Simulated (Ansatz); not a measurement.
**BGeH₆ (doublet): from Hartree-Fock to the top rungs at distance Ge1–H5 along a hydrogen transfer = 1.534 Å, cc-pVDZ**

How much of the correlation energy of BGeH₆ (doublet) does each wave-function method recover here?

The runs use Ansatz 0.2.0, Gaussian basis; cc-pVDZ, core rule «outside noble gas», up to 15 orbitals frozen.

Plan: UHF; CCSD(T) on ROHF; CCSD(T) on UHF; BCCD(T) on ROHF; CISD; CCSDT(Q) on ROHF; CCSDT(Q) on UHF; CASSCF and MRCISD+Q, 3 electrons in 3 orbitals; CASSCF and NEVPT2, 3 electrons in 3 orbitals; CASSCF and MRCISD+Q, 9 electrons in 9 orbitals; CASSCF and NEVPT2, 9 electrons in 9 orbitals.

### Step 1. The system

The geometry derives from fragments relaxed apart (PBE0/def2-TZVP) and kept rigid, so it is no stationary point. A hydrogen atom is moved between rigid fragments. No spin-orbit coupling is included. The filled d shell of Ge may be among the frozen orbitals whatever the setting's name suggests; the logs give the count.

8 atoms, charge 0, spin multiplicity 2.

Atoms are counted from 1 here; the program's logs count them from 0.

Bond lengths: Ge1–H2 1.534 Å, Ge1–H3 1.534 Å, Ge1–H4 1.534 Å, Ge1–H5 1.534 Å, B6–H7 1.191 Å, B6–H8 1.191 Å. Angles: H2–Ge1–H3 109.5°, H2–Ge1–H4 109.5°, H2–Ge1–H5 109.5°, H3–Ge1–H4 109.5°, H3–Ge1–H5 109.5°, H4–Ge1–H5 109.5°, H7–B6–H8 129.4°.

### Step 2. UHF

File in.yaml:

```yaml
crystal:
  periodic: [false, false, false]
  atoms:
    - {symbol: Ge, position_ang: [-0.446154, 0.000000, 0.000000]}
    - {symbol: H, position_ang: [-0.957604, 1.446599, 0.000001]}
    - {symbol: H, position_ang: [-0.957603, -0.723300, 1.252791]}
    - {symbol: H, position_ang: [-0.957604, -0.723299, -1.252792]}
    - {symbol: H, position_ang: [1.088196, 0.000000, 0.000000]}
    - {symbol: B, position_ang: [2.586846, 0.000000, 0.000000]}
    - {symbol: H, position_ang: [3.095919, 0.000000, 1.077008]}
    - {symbol: H, position_ang: [3.095919, 0.000000, -1.077009]}
basis:
  gaussian: {orbitals: cc-pVDZ}
magnetization: {spin_polarized: true, initial_magnetization: 1}
hamiltonian: {xc: hf}
output: {orbitals: {seedname: orbitals}}
```

Launch:

```bash
$ ansatz run in.yaml --threads 1 --pin off --events-out ev --progress --plain --max-ram 2816MiB --backend cpu
```

After this run come: CCSD(T) on ROHF; CCSD(T) on UHF; BCCD(T) on ROHF; CISD; CCSDT(Q) on ROHF; CCSDT(Q) on UHF; CASSCF and MRCISD+Q, 3 electrons in 3 orbitals; CASSCF and NEVPT2, 3 electrons in 3 orbitals; CASSCF and MRCISD+Q, 9 electrons in 9 orbitals; CASSCF and NEVPT2, 9 electrons in 9 orbitals.

Before running them: what should the planned runs give, taken together? Wanted: UCCSDT(Q) below the RHF energy; RMP2 from UCCSDT(Q); UMP2 from UCCSDT(Q); RCCSD from UCCSDT(Q); RCCSD(T) from UCCSDT(Q); UCCSD(T) from UCCSDT(Q); RCCSDT(Q) from UCCSDT(Q); T1 diagnostic.

**Answer**, as computed:

```
                         quantity                                                   value
   UCCSDT(Q) below the RHF energy                                              -6.9205 eV
              RMP2 from UCCSDT(Q)                                             +1510.8 meV
              UMP2 from UCCSDT(Q)                                             +1513.3 meV
             RCCSD from UCCSDT(Q)                                              +175.4 meV
          RCCSD(T) from UCCSDT(Q)                                               +35.3 meV
          UCCSD(T) from UCCSDT(Q)                                               +35.2 meV
         RCCSDT(Q) from UCCSDT(Q)                                                +0.5 meV
levels within 1 kcal/mol (43 meV)  RCCSD(T), UCCSD(T), BCCD(T), RCCSDT, UCCSDT, RCCSDT(Q)
                    T1 diagnostic                                                   0.015
```

**Reading.** RCCSD(T) misses by +35.3 meV, 0.5 % of the correlation energy. These misses are within one basis, not against nature; the frozen cores of restricted and unrestricted runs differ, which can shift their rows.
